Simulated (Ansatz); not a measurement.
# C₂H₁₁GeNSi: small, medium and large basis sets

How large a basis does C₂H₁₁GeNSi need? Two functionals are run in growing sets.

Method: one geometry, several basis sets; program: Ansatz 0.2.0, Gaussian basis.

Plan: PBE0-D4/def2-SVP; ωB97M-V/def2-SVP; PBE0-D4/def2-QZVPP; ωB97M-V/def2-QZVPP; the functionals' def2-TZVPP values are taken from earlier runs.

## Step 1: Structure used throughout

An earlier PBE0-D4 in a triple-zeta def2 set relaxation fixed the geometry.

SMILES `C[SiH2][N](C)[GeH3]`, 16 atoms, charge 0, spin multiplicity 1.

Atoms are counted from 1 here; the program's logs count them from 0.

Bond lengths: C1–Si2 1.870 Å, C1–H6 1.093 Å, C1–H7 1.094 Å, C1–H8 1.093 Å, Si2–N3 1.722 Å, Si2–H9 1.488 Å, Si2–H10 1.493 Å, N3–C4 1.455 Å, N3–Ge5 1.838 Å, C4–H11 1.096 Å, C4–H12 1.098 Å, C4–H13 1.095 Å, Ge5–H14 1.533 Å, Ge5–H15 1.545 Å, Ge5–H16 1.541 Å. Angles: Si2–C1–H6 111.1°, Si2–C1–H7 110.6°, Si2–C1–H8 111.1°, H6–C1–H7 107.7°, H6–C1–H8 108.1°, H7–C1–H8 108.2°, C1–Si2–N3 114.3°, C1–Si2–H9 109.5°, C1–Si2–H10 107.8°, N3–Si2–H9 107.2°, N3–Si2–H10 108.3°, H9–Si2–H10 109.8°, Si2–N3–C4 118.6°, Si2–N3–Ge5 124.6°, C4–N3–Ge5 115.8°, N3–C4–H11 111.3°, N3–C4–H12 113.0°, N3–C4–H13 110.5° and more.

Geometry (Å):

```xyz
16
C2H11GeNSi
C    -0.2729   -0.3530    2.3021
Si    0.6216   -0.8730    0.7447
N     0.0924   -0.0631   -0.6798
C    -1.2394   -0.3507   -1.1909
Ge    0.9542    1.3660   -1.4496
H    -1.3491   -0.5236    2.2127
H     0.0854   -0.9278    3.1610
H    -0.1145    0.7077    2.5123
H     2.0766   -0.5983    0.8910
H     0.4007   -2.3381    0.5599
H    -1.2551   -0.3414   -2.2868
H    -1.9965    0.3643   -0.8428
H    -1.5632   -1.3495   -0.8793
H     2.3680    1.4469   -0.8621
H     0.1832    2.6760   -1.1747
H     0.9855    1.1349   -2.9733
```

## Step 2: PBE0-D4 in def2-SVP

Input file in.yaml:

```yaml
crystal:
  periodic: [false, false, false]
  atoms:
    - {symbol: C, position_ang: [-0.272902, -0.352981, 2.302106]}
    - {symbol: Si, position_ang: [0.621575, -0.872955, 0.744722]}
    - {symbol: N, position_ang: [0.092382, -0.063083, -0.679828]}
    - {symbol: C, position_ang: [-1.239374, -0.350651, -1.190925]}
    - {symbol: Ge, position_ang: [0.954159, 1.365955, -1.449649]}
    - {symbol: H, position_ang: [-1.349080, -0.523646, 2.212655]}
    - {symbol: H, position_ang: [0.085360, -0.927806, 3.160979]}
    - {symbol: H, position_ang: [-0.114474, 0.707720, 2.512296]}
    - {symbol: H, position_ang: [2.076576, -0.598302, 0.890955]}
    - {symbol: H, position_ang: [0.400670, -2.338083, 0.559873]}
    - {symbol: H, position_ang: [-1.255143, -0.341359, -2.286814]}
    - {symbol: H, position_ang: [-1.996472, 0.364315, -0.842782]}
    - {symbol: H, position_ang: [-1.563166, -1.349469, -0.879307]}
    - {symbol: H, position_ang: [2.367984, 1.446861, -0.862059]}
    - {symbol: H, position_ang: [0.183247, 2.676045, -1.174655]}
    - {symbol: H, position_ang: [0.985457, 1.134935, -2.973267]}
basis:
  gaussian: {orbitals: def2-SVP}
hamiltonian: {xc: pbe0, dispersion: d4}
output: {orbitals: {seedname: orbitals}}
```

Launch:

```sh
$ ansatz run in.yaml --threads 4 --pin off --events-out ev --progress --plain --max-ram 11315MiB
```

Standard output:

```text
Functional definition: PBE0
  name "PBE0"
  cite "Adamo & Barone, J. Chem. Phys. 110, 6158 (1999) doi:10.1063/1.478522"
  cite "Perdew, Burke & Ernzerhof, Phys. Rev. Lett. 77, 3865 (1996) doi:10.1103/PhysRevLett.77.3865"
  parent pbe
  parameter a = 0.25
  parameter kappa = 0.804
  parameter beta = 0.06672455060314922
  exchange = (1 - a)*pbe_x(kappa = kappa, mu = beta*pi^2/3) + a*exact_x
  correlation = pbe_c(beta = beta)
1712 factors; their error is unknown
mean field evaluation 1: about -68103.8183 eV, gradient 6.2e1 eV
mean field evaluation 2: about -68094.0061 eV, gradient 8.8e1 eV
mean field evaluation 4: about -68112.3755 eV, gradient 4.1e0 eV
mean field evaluation 8: about -68112.4147 eV, gradient 3.8e-2 eV
mean field evaluation 16: about -68112.5930 eV, gradient 3.6e-5 eV
mean field -68112.59302212 eV, -2503.0916251890 hartree, gradient 3.6e-5 eV, S^2 0.000000; 0 other end points of the search recorded, 0 dependent functions left out
reference -68112.59305601 eV, -2503.0916264345 hartree; 38, 38 occupied and 109, 109 virtual orbitals, 1712 factors
Total energy: -68112.92120606 eV, -2503.1036857264 hartree
```

Wall time 0.95 s (4 threads of AMD EPYC 9R45, shared host); peak memory 0.49 GiB.

## Step 3: ωB97M-V in def2-SVP

in.yaml: that of step 2 with these lines changed.

```diff
@@ -21,3 +21,3 @@
   gaussian: {orbitals: def2-SVP}
-hamiltonian: {xc: pbe0, dispersion: d4}
+hamiltonian: {xc: {name: wB97M-V}}
 output: {orbitals: {seedname: orbitals}}
```

The command is unchanged.

Standard output, shortened:

```text
Functional definition: wB97M-V
  name "wB97M-V"
  cite "Mardirossian & Head-Gordon, J. Chem. Phys. 144, 214110 (2016) doi:10.1063/1.4952647"
  cite "Becke, J. Chem. Phys. 107, 8554 (1997) doi:10.1063/1.475007"
  cite "Vydrov & Van Voorhis, J. Chem. Phys. 133, 244103 (2010) doi:10.1063/1.3521275"
  # Of w^i u^j: cxij and so on, Table III.
[...]
  gx(w, u) = 1 - cx + cx01*u + cx10*w
  gss(w, u) = css00 + css04*u^4 + css10*w + css20*w^2 + css43*w^4*u^3
  gos(w, u) = cos00 + cos10*w + (cos20 + cos21*u)*w^2 + (cos60 + cos61*u)*w^6
[...]
      + integral(e_c_pw_mod_opposite_spin*gos(b97_w_opposite, b97_u_opposite)) + vv10(b, c)
1700 factors; their error is unknown
460 factors; integrals over basis functions are off by at most 7.5e-6 eV
[...]
mean field -68121.35614788 eV, -2503.4136641211 hartree, gradient 2.1e-5 eV, S^2 0.000000; 0 other end points of the search recorded, 0 dependent functions left out
reference -68121.35620036 eV, -2503.4136660495 hartree; 38, 38 occupied and 109, 109 virtual orbitals, 1700 factors
Total energy: -68121.35620036 eV, -2503.4136660495 hartree
```

Wall time 3.3 s (4 threads of AMD EPYC 9R45, shared host); peak memory 0.64 GiB.

## Step 4: PBE0-D4 in def2-QZVPP

in.yaml: that of step 3 with these lines changed.

```diff
@@ -20,4 +20,4 @@
 basis:
-  gaussian: {orbitals: def2-SVP}
-hamiltonian: {xc: {name: wB97M-V}}
+  gaussian: {orbitals: "def2-QZVPP.json"}
+hamiltonian: {xc: pbe0, dispersion: d4}
 output: {orbitals: {seedname: orbitals}}
```

The command is unchanged.

Standard output:

```text
Functional definition: PBE0
  name "PBE0"
  cite "Adamo & Barone, J. Chem. Phys. 110, 6158 (1999) doi:10.1063/1.478522"
  cite "Perdew, Burke & Ernzerhof, Phys. Rev. Lett. 77, 3865 (1996) doi:10.1103/PhysRevLett.77.3865"
  parent pbe
  parameter a = 0.25
  parameter kappa = 0.804
  parameter beta = 0.06672455060314922
  exchange = (1 - a)*pbe_x(kappa = kappa, mu = beta*pi^2/3) + a*exact_x
  correlation = pbe_c(beta = beta)
2152 factors; their error is unknown
mean field evaluation 1: about -68115.2669 eV, gradient 8.0e1 eV
mean field evaluation 2: about -68093.8608 eV, gradient 1.2e2 eV
mean field evaluation 4: about -68128.1687 eV, gradient 7.8e0 eV
mean field evaluation 8: about -68128.2952 eV, gradient 4.1e-1 eV
mean field evaluation 16: about -68128.4407 eV, gradient 2.7e-4 eV
mean field -68128.44074717 eV, -2503.6740183426 hartree, gradient 1.9e-5 eV, S^2 0.000000; 0 other end points of the search recorded, 0 dependent functions left out
reference -68128.44079927 eV, -2503.6740202573 hartree; 38, 38 occupied and 622, 622 virtual orbitals, 2152 factors
Total energy: -68128.76894932 eV, -2503.6860795492 hartree
```

It took 11 s on 4 threads of AMD EPYC 9R45, shared host; peak memory 3.4 GiB.

## Step 5: ωB97M-V in def2-QZVPP

in.yaml: that of step 4 with these lines changed.

```diff
@@ -21,3 +21,3 @@
   gaussian: {orbitals: "def2-QZVPP.json"}
-hamiltonian: {xc: pbe0, dispersion: d4}
+hamiltonian: {xc: {name: wB97M-V}}
 output: {orbitals: {seedname: orbitals}}
```

The command is unchanged.

Standard output, shortened:

```text
Functional definition: wB97M-V
  name "wB97M-V"
  cite "Mardirossian & Head-Gordon, J. Chem. Phys. 144, 214110 (2016) doi:10.1063/1.4952647"
  cite "Becke, J. Chem. Phys. 107, 8554 (1997) doi:10.1063/1.475007"
  cite "Vydrov & Van Voorhis, J. Chem. Phys. 133, 244103 (2010) doi:10.1063/1.3521275"
  # Of w^i u^j: cxij and so on, Table III.
[...]
  gx(w, u) = 1 - cx + cx01*u + cx10*w
  gss(w, u) = css00 + css04*u^4 + css10*w + css20*w^2 + css43*w^4*u^3
  gos(w, u) = cos00 + cos10*w + (cos20 + cos21*u)*w^2 + (cos60 + cos61*u)*w^6
[...]
      + integral(e_c_pw_mod_opposite_spin*gos(b97_w_opposite, b97_u_opposite)) + vv10(b, c)
2120 factors; their error is unknown
550 factors; integrals over basis functions are off by at most 6.5e-6 eV
[...]
mean field -68137.40242607 eV, -2504.0033539678 hartree, gradient 2.6e-5 eV, S^2 0.000000; 0 other end points of the search recorded, 0 dependent functions left out
reference -68137.40250744 eV, -2504.0033569582 hartree; 38, 38 occupied and 622, 622 virtual orbitals, 2120 factors
Total energy: -68137.40250744 eV, -2504.0033569582 hartree
```

Wall time 19 s (4 threads of AMD EPYC 9R45, shared host); peak memory 4 GiB.

## Step 6: Density functionals: the series

The def2-TZVPP values come from earlier runs at the same geometry.

| functional | basis | functions | energy (eV) | from the largest (eV) | HOMO (eV) | LUMO (eV) |
| --- | --- | --- | --- | --- | --- | --- |
| PBE0-D4 | def2-SVP | 147 | -68112.9212 | 15.848 | -6.58 | 0.73 |
| PBE0-D4 | def2-TZVPP | 337 | -68127.0417 | 1.727 | -6.67 | 0.42 |
| PBE0-D4 | def2-QZVPP | 660 | -68128.7689 | 0.000 | -6.69 | 0.21 |
| ωB97M-V | def2-SVP | 147 | -68121.3562 | 16.046 | -8.83 | 2.54 |
| ωB97M-V | def2-TZVPP | 337 | -68135.7316 | 1.671 | -8.95 | 2.08 |
| ωB97M-V | def2-QZVPP | 660 | -68137.4025 | 0.000 | -8.96 | 1.56 |

## Step 7: What came out

```
                                       quantity           value
PBE0-D4: double and triple zeta above quadruple  15.85, 1.73 eV
ωB97M-V: double and triple zeta above quadruple  16.05, 1.67 eV
```

**Reading.** PBE0-D4 gains 14.12 eV from double to triple zeta, then 1.73 eV more. These are total energies; as a rule much of such shifts cancels in differences, which this series doesn't test. The LUMO of ωB97M-V is positive and keeps falling with the basis (2.54 to 1.56 eV): an unbound level that the basis holds in place.

For PBE0-D4 the largest set took about 11 times as long as the smallest (11 s against 0.95 s).
